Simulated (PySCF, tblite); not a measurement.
# H8NOPSi2: a rotation path, then NMR shifts on frames, part 2 of 2

tblite 0.8.0 and PySCF 2.14.0. Atoms count from 0. The steps go on from the part before.

**5. Nuclear shieldings: image 6, PBE0/pcSseg-1**

What the job is given:

```
{"job": {"kind": "nmr", "xc": "PBE0", "basis": "pcSseg-1", "pop": false}, "charge": 0, "multiplicity": 1}
N     -2.080000    -1.539400     0.510100
Si    -1.515300     0.068700     0.706300
O      0.114600     0.183600     0.829500
Si     1.536900     0.680600     0.253800
P      1.340400     0.991200    -1.958500
H     -1.878400    -2.040600    -0.339200
H     -2.084100    -2.171800     1.293900
H     -1.996000     0.553600     1.990700
H     -1.913900     0.799600    -0.488900
H      1.858200     1.971100     0.864000
H      2.473300    -0.372600     0.647000
H      1.452900    -0.346400    -2.302400
H      2.686800     1.223100    -2.174100
```

With the program's defaults for keys left out, this is: GIAO PBE0/pcSseg-1 NMR shielding, non-relativistic, gas phase.

Output:

```text
coarse grid: 11984 points
cycle   1  E = -1054.4966432384  dE =  3.857e-01  |g| = 8.297e-01  |ddm| = 3.235e+00
cycle   2  E = -1054.2886783319  dE =  2.080e-01  |g| = 1.326e+00  |ddm| = 1.721e+00
cycle   3  E = -1054.6183567465  dE = -3.297e-01  |g| = 1.211e-01  |ddm| = 1.250e+00
cycle   4  E = -1054.6206967887  dE = -2.340e-03  |g| = 6.022e-02  |ddm| = 1.402e-01
cycle   5  E = -1054.6214235109  dE = -7.267e-04  |g| = 9.401e-03  |ddm| = 4.427e-02
cycle   6  E = -1054.6214430112  dE = -1.950e-05  |g| = 2.455e-03  |ddm| = 1.316e-02
cycle   7  E = -1054.6214444175  dE = -1.406e-06  |g| = 3.623e-04  |ddm| = 3.780e-03
final grid: 100960 points
cycle   8  E = -1054.6562735491  dE = -9.469e-06  |g| = 8.724e-03  |ddm| = 1.651e-02
cycle   9  E = -1054.6562529301  dE =  2.062e-05  |g| = 1.367e-02  |ddm| = 1.426e-02
cycle  10  E = -1054.6562871798  dE = -3.425e-05  |g| = 7.322e-04  |ddm| = 9.184e-03
cycle  11  E = -1054.6562872843  dE = -1.045e-07  |g| = 1.956e-04  |ddm| = 8.765e-04
cycle  12  E = -1054.6562872915  dE = -7.160e-09  |g| = 5.758e-05  |ddm| = 1.652e-04
cycle  13  E = -1054.6562872921  dE = -6.296e-10  |g| = 1.016e-05  |ddm| = 6.058e-05
converged SCF energy = -1054.6562872921

GIAO shielding tensors (ppm)
atom      isotropic    diamagn.    paramagn.     s11        s22        s33       span
  0 N      230.689     320.258     -89.569    205.755    228.912    257.400     51.645
  1 Si     392.416     880.498    -488.082    356.435    396.167    424.647     68.211
  2 O      272.298     402.085    -129.787    215.650    276.968    324.276    108.627
  3 Si     372.184     880.301    -508.116    315.528    365.912    435.114    119.586
  4 P      608.745     968.629    -359.884    536.354    612.448    677.434    141.080
  5 H       30.684      33.072      -2.388     24.012     27.518     40.522     16.511
  6 H       30.384      30.721      -0.337     24.388     25.765     40.999     16.611
  7 H       27.078      29.322      -2.243     22.770     25.588     32.877     10.106
  8 H       26.855      30.861      -4.005     22.476     26.855     31.235      8.759
  9 H       26.179      29.195      -3.016     22.309     24.985     31.242      8.933
 10 H       25.792      29.891      -4.100     21.629     24.939     30.807      9.178
 11 H       30.442      31.849      -1.406     25.361     27.971     37.995     12.634
 12 H       30.910      29.749       1.161     26.088     26.918     39.724     13.636
```

Run time: 13 s. Hardware: 1 thread of Intel Xeon Platinum 8375C at 2.90GHz, shared host; peak memory 0.74 GiB.

Key values: δ N0 37.0, Si3 -23.0, Si1 -43.3, O2 63.8, H10 5.93, H9 5.54 ppm.

**6. Nuclear shieldings: image 7, PBE0/pcSseg-1**

What the job is given:

```
{"job": {"kind": "nmr", "xc": "PBE0", "basis": "pcSseg-1", "pop": false}, "charge": 0, "multiplicity": 1}
N     -2.138900    -1.567000     0.648900
Si    -1.507300     0.027300     0.611600
O      0.124200     0.083300     0.752700
Si     1.558100     0.618200     0.241100
P      1.378500     1.182400    -1.921600
H     -1.945500    -2.200800    -0.108700
H     -2.185100    -2.070800     1.519700
H     -2.000700     0.723000     1.790500
H     -1.847500     0.582000    -0.692000
H      1.900400     1.825000     0.994600
H      2.472600    -0.490500     0.517000
H      1.455200    -0.110400    -2.413200
H      2.731700     1.398700    -2.108400
```

Level: GIAO PBE0/pcSseg-1 NMR shielding, non-relativistic, gas phase.

Output:

```text
coarse grid: 11984 points
cycle   1  E = -1054.4969396428  dE =  3.855e-01  |g| = 8.294e-01  |ddm| = 3.235e+00
cycle   2  E = -1054.2877948262  dE =  2.091e-01  |g| = 1.328e+00  |ddm| = 1.720e+00
cycle   3  E = -1054.6186273964  dE = -3.308e-01  |g| = 1.206e-01  |ddm| = 1.249e+00
cycle   4  E = -1054.6209501660  dE = -2.323e-03  |g| = 6.018e-02  |ddm| = 1.405e-01
cycle   5  E = -1054.6216753165  dE = -7.252e-04  |g| = 9.426e-03  |ddm| = 4.443e-02
cycle   6  E = -1054.6216949745  dE = -1.966e-05  |g| = 2.494e-03  |ddm| = 1.321e-02
cycle   7  E = -1054.6216964254  dE = -1.451e-06  |g| = 3.584e-04  |ddm| = 3.814e-03
final grid: 100960 points
cycle   8  E = -1054.6564835111  dE = -1.008e-05  |g| = 8.633e-03  |ddm| = 1.615e-02
cycle   9  E = -1054.6564635416  dE =  1.997e-05  |g| = 1.349e-02  |ddm| = 1.415e-02
cycle  10  E = -1054.6564968947  dE = -3.335e-05  |g| = 7.391e-04  |ddm| = 9.058e-03
cycle  11  E = -1054.6564970010  dE = -1.063e-07  |g| = 2.012e-04  |ddm| = 8.868e-04
cycle  12  E = -1054.6564970086  dE = -7.532e-09  |g| = 5.921e-05  |ddm| = 1.673e-04
cycle  13  E = -1054.6564970092  dE = -6.648e-10  |g| = 1.039e-05  |ddm| = 6.241e-05
converged SCF energy = -1054.6564970092

GIAO shielding tensors (ppm)
atom      isotropic    diamagn.    paramagn.     s11        s22        s33       span
  0 N      231.170     319.805     -88.634    206.895    228.827    257.789     50.895
  1 Si     392.509     880.525    -488.015    356.043    397.262    424.223     68.180
  2 O      272.067     402.247    -130.180    218.463    271.398    326.340    107.878
  3 Si     372.233     880.262    -508.029    314.971    366.321    435.408    120.438
  4 P      608.427     968.446    -360.019    537.323    611.526    676.433    139.110
  5 H       30.644      32.664      -2.020     24.023     27.247     40.662     16.639
  6 H       30.379      30.481      -0.102     24.308     25.836     40.992     16.684
  7 H       27.047      29.527      -2.479     22.760     25.643     32.739      9.978
  8 H       26.892      31.086      -4.195     22.180     27.341     31.154      8.974
  9 H       26.156      29.216      -3.060     22.306     24.986     31.176      8.869
 10 H       25.791      29.892      -4.101     21.589     24.966     30.819      9.230
 11 H       30.416      31.666      -1.250     25.351     27.910     37.988     12.637
 12 H       30.937      29.653       1.284     26.156     26.963     39.693     13.537
```

Wall time 13 s (1 thread of Intel Xeon Platinum 8375C at 2.90GHz, shared host); peak memory 0.74 GiB.

This run: δ N0 36.6, Si3 -23.1, Si1 -43.4, O2 64.0, H10 5.93, H9 5.56 ppm.

**7. Shielding tensors: image 8, PBE0/pcSseg-1**

What the job is given:

```
{"job": {"kind": "nmr", "xc": "PBE0", "basis": "pcSseg-1", "pop": false}, "charge": 0, "multiplicity": 1}
N     -2.159200    -1.590200     0.809100
Si    -1.574900     0.001200     0.539200
O      0.059100     0.086900     0.576900
Si     1.545200     0.572400     0.187500
P      1.530800     1.369500    -1.908300
H     -2.030100    -2.296700     0.102900
H     -2.074900    -2.002500     1.723800
H     -2.025500     0.829600     1.648700
H     -2.006900     0.389600    -0.796700
H      1.922100     1.659300     1.093000
H      2.380400    -0.616800     0.376900
H      1.521300     0.129500    -2.525800
H      2.908300     1.468700    -1.995000
```

Level: GIAO PBE0/pcSseg-1 NMR shielding, non-relativistic, gas phase.

Output:

```text
coarse grid: 11984 points
cycle   1  E = -1054.4977676321  dE =  3.796e-01  |g| = 8.293e-01  |ddm| = 3.238e+00
cycle   2  E = -1054.2918303876  dE =  2.059e-01  |g| = 1.322e+00  |ddm| = 1.711e+00
cycle   3  E = -1054.6192687753  dE = -3.274e-01  |g| = 1.189e-01  |ddm| = 1.238e+00
cycle   4  E = -1054.6215075220  dE = -2.239e-03  |g| = 5.966e-02  |ddm| = 1.383e-01
cycle   5  E = -1054.6222200619  dE = -7.125e-04  |g| = 9.378e-03  |ddm| = 4.411e-02
cycle   6  E = -1054.6222393054  dE = -1.924e-05  |g| = 2.463e-03  |ddm| = 1.296e-02
cycle   7  E = -1054.6222407167  dE = -1.411e-06  |g| = 3.562e-04  |ddm| = 3.762e-03
final grid: 100960 points
cycle   8  E = -1054.6571990766  dE = -9.397e-06  |g| = 8.615e-03  |ddm| = 1.583e-02
cycle   9  E = -1054.6571792880  dE =  1.979e-05  |g| = 1.344e-02  |ddm| = 1.401e-02
cycle  10  E = -1054.6572123675  dE = -3.308e-05  |g| = 7.173e-04  |ddm| = 8.966e-03
cycle  11  E = -1054.6572124655  dE = -9.801e-08  |g| = 2.052e-04  |ddm| = 8.525e-04
cycle  12  E = -1054.6572124734  dE = -7.944e-09  |g| = 5.599e-05  |ddm| = 1.732e-04
cycle  13  E = -1054.6572124740  dE = -5.823e-10  |g| = 1.041e-05  |ddm| = 5.919e-05
converged SCF energy = -1054.6572124740

GIAO shielding tensors (ppm)
atom      isotropic    diamagn.    paramagn.     s11        s22        s33       span
  0 N      231.104     319.867     -88.763    207.260    228.678    257.376     50.115
  1 Si     392.899     880.588    -487.690    358.183    398.839    421.675     63.492
  2 O      273.641     401.517    -127.876    221.502    267.279    332.143    110.640
  3 Si     373.587     880.400    -506.813    315.651    369.542    435.569    119.918
  4 P      606.295     968.196    -361.902    538.509    610.827    669.548    131.039
  5 H       30.544      32.349      -1.805     24.164     26.815     40.651     16.487
  6 H       30.468      30.805      -0.338     24.329     26.143     40.931     16.602
  7 H       26.994      29.615      -2.621     22.704     25.716     32.561      9.857
  8 H       26.983      30.968      -3.985     22.379     26.994     31.575      9.196
  9 H       26.142      29.295      -3.152     22.280     25.073     31.075      8.795
 10 H       25.758      30.145      -4.386     21.510     25.102     30.662      9.152
 11 H       30.357      31.542      -1.185     25.368     27.843     37.862     12.494
 12 H       30.937      29.567       1.371     26.260     26.959     39.593     13.333
```

It took 15 s on 1 thread of Intel Xeon Platinum 8375C at 2.90GHz, shared host; peak memory 0.74 GiB.

Key values: δ N0 36.6, Si3 -24.4, Si1 -43.7, O2 62.4, H10 5.96, H9 5.57 ppm.

**8. Run by run: NMR shifts**

Shifts (ppm) of some atoms, chosen among heavy atoms and hydrogens apart, with basis size and wall time:

| frame | H5 | H12 | N0 | Si3 | Si1 | O2 | P4 | functions | time |
| --- | --- | --- | --- | --- | --- | --- | --- | --- | --- |
| image 0 | 1.29 | 0.82 | 42.0 | -24.4 | -38.5 | 65.4 | -283.9 | 146 | 22 s |
| image 3 | 1.01 | 0.93 | 38.3 | -23.9 | -40.6 | 64.1 | -283.9 | 146 | 13 s |
| image 6 | 1.03 | 0.81 | 37.0 | -23.0 | -43.3 | 63.8 | -290.4 | 146 | 13 s |
| image 7 | 1.07 | 0.78 | 36.6 | -23.1 | -43.4 | 64.0 | -290.1 | 146 | 13 s |
| image 8 | 1.17 | 0.78 | 36.6 | -24.4 | -43.7 | 62.4 | -287.9 | 146 | 15 s |

**9. Outcome**

What follows sums up all 2 parts.

| quantity | value |
| --- | --- |
| barrier | 0.036 eV (0.8 kcal/mol) at image 6 |
| end to end (GFN2-xTB) | 0.028 eV |
| 1H shifts against TMS (PBE0/pcSseg-1, image 0) | 5.92, 5.57, 4.85, 4.74, 1.36, 1.29, 1.21, 0.82 ppm |
| 15N shifts against NH3 (PBE0/pcSseg-1, image 0) | 42.0 ppm |
| 29Si shifts against TMS (PBE0/pcSseg-1, image 0) | -24.4, -38.5 ppm |
| 17O shifts against H2O (PBE0/pcSseg-1, image 0) | 65.4 ppm |
| 31P shifts against H3PO4 (PBE0/pcSseg-1, image 0) | -283.9 ppm |
| surface potential, 1st and 99th percentile | -1.10 V and 1.49 V |
| range of the shift of P4 | -290.4 to -283.9 ppm |

**Reading.** Along the band the dihedral turns by 124°, and the top (dihedral 115°) lies 0.8 kcal/mol above the start (GFN2-xTB, rough), so at room temperature this motion is fast. Ends this close can change order at a higher level. The top was not checked by a frequency run. Shifts at one fixed geometry are not the observed spectrum, which averages over the motion. In the first frame run (image 0): The widest tensor belongs to O2: span 150 ppm, with a paramagnetic part of -132 ppm. Across the 5 runs the shift of P4 moves most, between -290.4 (image 6) and -283.9 ppm (image 3).
